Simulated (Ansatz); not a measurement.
# C3H6SSi: geometry optimisation

The task: find the minimum of C3H6SSi nearest to the start.

The runs use Ansatz 0.2.0; RKS r2SCAN-D4/def2-SVP.

## (1) Where the work starts

SMILES `C=C1C[SiH2]S1`, 11 atoms, charge 0, spin multiplicity 1.

Atoms are counted from 1 here; the program's logs count them from 0.

Bond lengths: C1–C2 1.345 Å, C1–H6 1.100 Å, C1–H7 1.101 Å, C2–C3 1.527 Å, C2–S5 1.813 Å, C3–Si4 1.903 Å, C3–H8 1.109 Å, C3–H9 1.111 Å, Si4–S5 2.179 Å, Si4–H10 1.505 Å, Si4–H11 1.506 Å. Angles: C2–C1–H6 121.9°, C2–C1–H7 119.8°, H6–C1–H7 118.2°, C1–C2–C3 128.4°, C1–C2–S5 125.0°, C3–C2–S5 106.7°, C2–C3–Si4 93.4°, C2–C3–H8 113.5°, C2–C3–H9 111.8°, Si4–C3–H8 117.5°, Si4–C3–H9 112.3°, H8–C3–H9 107.9°, C3–Si4–S5 81.9°, C3–Si4–H10 117.3°, C3–Si4–H11 116.6°, S5–Si4–H10 115.4°, S5–Si4–H11 114.9°, H10–Si4–H11 108.8° and more.

Geometry (Å):

```xyz
11
charge 0, multiplicity 1
C    -0.8054    1.8797   -0.3141
C    -0.1842    0.7547    0.0841
C     0.0513   -0.5289   -0.7083
Si    0.7152   -1.4760    0.8033
S     0.5227    0.4856    1.7315
H    -0.9302    2.7435    0.3554
H    -1.2027    1.9526   -1.3386
H    -0.8640   -0.9208   -1.1965
H     0.8255   -0.3922   -1.4935
H     2.1178   -2.0153    0.7174
H    -0.1806   -2.5400    1.3800
```

## (2) Relaxation

input.yaml

```yaml
crystal:
  periodic: [false, false, false]
  atoms:
    - { symbol: C, position_ang: [-0.805406, 1.879683, -0.314089] }
    - { symbol: C, position_ang: [-0.184161, 0.754738, 0.084087] }
    - { symbol: C, position_ang: [0.051318, -0.528881, -0.708296] }
    - { symbol: Si, position_ang: [0.715206, -1.475988, 0.803262] }
    - { symbol: S, position_ang: [0.52268, 0.485563, 1.731518] }
    - { symbol: H, position_ang: [-0.930235, 2.743488, 0.355406] }
    - { symbol: H, position_ang: [-1.202684, 1.95264, -1.338616] }
    - { symbol: H, position_ang: [-0.864021, -0.920779, -1.196503] }
    - { symbol: H, position_ang: [0.825519, -0.392169, -1.493451] }
    - { symbol: H, position_ang: [2.117815, -2.015324, 0.717387] }
    - { symbol: H, position_ang: [-0.180632, -2.539972, 1.379995] }
basis:
  gaussian: { orbitals: def2-SVP }
hamiltonian:
  xc: r2scan
  dispersion: d4
output:
  forces: true
relax:
  f_tol: 0.003
  max_steps: 120
```

Started as:

```bash
ansatz run input.yaml --threads 1 --pin off --max-ram 2560MiB --backend cpu --events-out ev --progress --plain --runs-dir out
```

Standard output:

```text
Warning: RAYON_NUM_THREADS=1 ignored (pool sized by the plan → 1); use --threads N
The last accepted step is kept in <dir> (removed where the run ends without a failure and the disk answers)
Engine: ansatz 0.2.0, aarch64-unknown-linux-gnu
Functional definition: r2SCAN
  parameter k0 = 0.174
  parameter k1 = 0.065
  parameter a1 = 4.9479
  exchange = r2scan_x(k0 = k0, k1 = k1, a1 = a1)
  correlation = r2scan_c
1223 factors; their error is unknown
mean field evaluation 1: about -21900.2743 eV, gradient 6.0e1 eV
mean field evaluation 2: about -21837.4937 eV, gradient 1.3e2 eV
mean field evaluation 4: about -21909.6594 eV, gradient 9.8e0 eV
mean field evaluation 8: about -21909.9357 eV, gradient 1.2e-1 eV
mean field evaluation 16: about -21909.8505 eV, gradient 1.8e-3 eV
mean field -21909.85047173 eV, -805.1721538062 hartree, gradient 1.5e-5 eV, S^2 0.000000; 0 other end points of the search recorded, 0 dependent functions left out
the calculation of the forces begins
reference -21909.85048171 eV, -805.1721541728 hartree; 27, 27 occupied and 81, 81 virtual orbitals, 1223 factors
relax step   1: F+E_penalty+E_count = -21909.92146546 eV  Δ(F+E_penalty+E_count) = +0.000e0 eV  max|allowed force component| = 2.436e-1 eV/Å  Δτ_max = 0.0000 Å  (31 SCF iters, accepted)
these checks for a lower state are left out or cut short: starts, cluster_reference, orbital_swaps, neighbouring_geometries, increment
1223 factors; their error is unknown
mean field -21909.86014063 eV, -805.1725091317 hartree, gradient 2.0e-5 eV, S^2 0.000000; 0 other end points of the search recorded, 0 dependent functions left out
the calculation of the forces begins
reference -21909.86015058 eV, -805.1725094972 hartree; 27, 27 occupied and 81, 81 virtual orbitals, 1223 factors
relax step   2: F+E_penalty+E_count = -21909.93121041 eV  Δ(F+E_penalty+E_count) = -9.745e-3 eV  max|allowed force component| = 6.420e-2 eV/Å  Δτ_max = 0.0139 Å  (32 SCF iters, accepted)
these checks for a lower state are left out or cut short: starts, cluster_reference, orbital_swaps, neighbouring_geometries, increment
1223 factors; their error is unknown
mean field evaluation 32: about -21909.8606 eV, gradient 1.6e-3 eV
mean field -21909.86061833 eV, -805.1725266867 hartree, gradient 2.0e-5 eV, S^2 0.000000; 0 other end points of the search recorded, 0 dependent functions left out
the calculation of the forces begins
reference -21909.86062827 eV, -805.1725270518 hartree; 27, 27 occupied and 81, 81 virtual orbitals, 1223 factors
relax step   3: F+E_penalty+E_count = -21909.93171442 eV  Δ(F+E_penalty+E_count) = -5.040e-4 eV  max|allowed force component| = 3.687e-2 eV/Å  Δτ_max = 0.0088 Å  (32 SCF iters, accepted)
these checks for a lower state are left out or cut short: starts, cluster_reference, orbital_swaps, neighbouring_geometries, increment
1223 factors; their error is unknown
mean field -21909.86084462 eV, -805.1725350026 hartree, gradient 2.0e-5 eV, S^2 0.000000; 0 other end points of the search recorded, 0 dependent functions left out
the calculation of the forces begins
reference -21909.86085455 eV, -805.1725353678 hartree; 27, 27 occupied and 81, 81 virtual orbitals, 1223 factors
relax step   4: F+E_penalty+E_count = -21909.93193690 eV  Δ(F+E_penalty+E_count) = -2.225e-4 eV  max|allowed force component| = 3.229e-2 eV/Å  Δτ_max = 0.0058 Å  (33 SCF iters, accepted)
these checks for a lower state are left out or cut short: starts, cluster_reference, orbital_swaps, neighbouring_geometries, increment
1223 factors; their error is unknown
mean field -21909.86089835 eV, -805.1725369771 hartree, gradient 2.2e-5 eV, S^2 0.000000; 0 other end points of the search recorded, 0 dependent functions left out
the calculation of the forces begins
reference -21909.86090828 eV, -805.1725373423 hartree; 27, 27 occupied and 81, 81 virtual orbitals, 1223 factors
relax step   5: F+E_penalty+E_count = -21909.93199405 eV  Δ(F+E_penalty+E_count) = -5.715e-5 eV  max|allowed force component| = 9.622e-3 eV/Å  Δτ_max = 0.0023 Å  (24 SCF iters, accepted)
these checks for a lower state are left out or cut short: starts, cluster_reference, orbital_swaps, neighbouring_geometries, increment
1223 factors; their error is unknown
mean field -21909.86090139 eV, -805.1725370891 hartree, gradient 7.9e-5 eV, S^2 0.000000; 0 other end points of the search recorded, 0 dependent functions left out
the calculation of the forces begins
reference -21909.86091133 eV, -805.1725374543 hartree; 27, 27 occupied and 81, 81 virtual orbitals, 1223 factors
relax step   6: F+E_penalty+E_count = -21909.93199732 eV  Δ(F+E_penalty+E_count) = -3.269e-6 eV  max|allowed force component| = 1.951e-3 eV/Å  Δτ_max = 0.0003 Å  (21 SCF iters, accepted)
1223 factors; their error is unknown
mean field evaluation 64: about -21909.8608 eV, gradient 2.5e-1 eV
mean field -21909.86090139 eV, -805.1725370891 hartree, gradient 7.9e-5 eV, S^2 0.000000; 1 other end points of the search recorded, 0 dependent functions left out
the calculation of the forces begins
reference -21909.86091133 eV, -805.1725374543 hartree; 27, 27 occupied and 81, 81 virtual orbitals, 1223 factors
Total energy: -21909.93200726 eV, -805.1751501814 hartree
Atom 0 at    -0.800648     1.870614    -0.313154 Å, force     0.000662     0.000283     0.000983 eV/Å
Atom 1 at    -0.182750     0.751754     0.082850 Å, force     0.000159    -0.001614    -0.001183 eV/Å
Atom 2 at     0.052227    -0.530380    -0.705542 Å, force     0.000859     0.001951     0.001542 eV/Å
Atom 3 at     0.713445    -1.469487     0.800206 Å, force    -0.000444    -0.000098    -0.000511 eV/Å
Atom 4 at     0.520039     0.481103     1.725950 Å, force    -0.000397     0.000564     0.000030 eV/Å
Atom 5 at    -0.924472     2.728898     0.352320 Å, force    -0.000284     0.000087    -0.000345 eV/Å
Atom 6 at    -1.196744     1.941501    -1.330782 Å, force    -0.000296     0.000074     0.000013 eV/Å
Atom 7 at    -0.860026    -0.915038    -1.190052 Å, force    -0.000104    -0.000275    -0.000151 eV/Å
Atom 8 at     0.816928    -0.386803    -1.488795 Å, force    -0.000352    -0.000593    -0.000525 eV/Å
Atom 9 at     2.103298    -2.005153     0.718305 Å, force    -0.000101    -0.000152     0.000129 eV/Å
Atom 10 at    -0.175898    -2.524010     1.369395 Å, force     0.000298    -0.000227     0.000017 eV/Å
Dipole moment:    -0.015128    -0.260405    -0.302437 e Å
```

It took 59 s on 1 thread of Arm Neoverse V1, shared host; peak memory 0.16 GiB.

Along the way:

| step | energy from step 1 (eV) | largest force component (eV/Å) |
| --- | --- | --- |
| 1 | 0.0000 | 0.2436 |
| 2 | -0.0097 | 0.0642 |
| 3 | -0.0102 | 0.0369 |
| 4 | -0.0105 | 0.0323 |
| 5 | -0.0105 | 0.0096 |
| 6 | -0.0105 | 0.0020 |

Distances of close pairs at the start and the end, largest changes first:

| bond | before (Å) | after (Å) | change (Å) |
| --- | --- | --- | --- |
| Si4–H11 | 1.506 | 1.492 | -0.013 |
| Si4–H10 | 1.505 | 1.492 | -0.013 |
| Si4–S5 | 2.179 | 2.168 | -0.011 |
| C3–Si4 | 1.903 | 1.894 | -0.010 |
| C1–C2 | 1.345 | 1.338 | -0.007 |
| C3–H9 | 1.111 | 1.104 | -0.007 |
| C1–H7 | 1.101 | 1.094 | -0.007 |
| C1–H6 | 1.100 | 1.093 | -0.007 |

## (3) Outcome

| quantity | value |
| --- | --- |
| energy gained | 0.0105 eV |
| root mean square move | 0.012 Å |
| dipole moment | 1.92 D |

Bond lengths: C1–C2 1.338 Å, C1–H6 1.093 Å, C1–H7 1.094 Å, C2–C3 1.523 Å, C2–S5 1.807 Å, C3–Si4 1.894 Å, C3–H8 1.102 Å, C3–H9 1.104 Å, Si4–S5 2.168 Å, Si4–H10 1.492 Å, Si4–H11 1.492 Å. Angles: C2–C1–H6 121.9°, C2–C1–H7 119.8°, H6–C1–H7 118.3°, C1–C2–C3 128.4°, C1–C2–S5 125.0°, C3–C2–S5 106.5°, C2–C3–Si4 93.4°, C2–C3–H8 113.2°, C2–C3–H9 111.4°, Si4–C3–H8 117.7°, Si4–C3–H9 112.8°, H8–C3–H9 107.9°, C3–Si4–S5 82.1°, C3–Si4–H10 117.4°, C3–Si4–H11 116.5°, S5–Si4–H10 115.4°, S5–Si4–H11 114.8°, H10–Si4–H11 108.8° and more. No frequencies were computed here.
